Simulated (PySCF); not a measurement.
# C6H9F: the cost of one run

Computed with PySCF 2.14.0 and routines of our own; the level stands in each step. Atoms count from 0.

## 1. The starting structure

16 atoms, charge 0, multiplicity 1; geometry from: GFN2-xTB.

## 2. Relaxing the molecule at PBE0-D3(BJ)/def2-SVP

The job: settings as JSON, then the geometry in Å.

```
{"job": {"xc": "PBE0", "basis": "def2-SVP", "d3": "d3bj", "grid": 2, "kind": "geom"}, "charge": 0, "multiplicity": 1}
C     -1.766659     1.199047     0.170035
C     -0.933451    -0.050633     0.160235
C     -1.639698    -1.310050     0.573944
C      0.325552    -0.041225    -0.170725
C      1.581604    -0.033913    -0.497661
C      2.755059     0.166357     0.403624
F      1.950289    -0.224612    -1.804324
H     -2.160469     1.374659     1.170785
H     -1.182378     2.062045    -0.137225
H     -2.611726     1.084969    -0.508100
H     -2.482028    -1.495444    -0.091153
H     -0.968911    -2.164007     0.540501
H     -2.027791    -1.203307     1.586367
H      3.408420    -0.704426     0.355927
H      3.325673     1.035944     0.078631
H      2.418914     0.313541     1.425211
```

Run with:

```console
OMP_NUM_THREADS=1 python excited_run.py task.json out
```

One launch serves the whole session: the jobs run in the order shown.

Q: Estimate the wall time and peak memory of this first job on 1 thread of Arm Neoverse V2, shared host.

About 30 s, with a peak of 0.71 GiB.
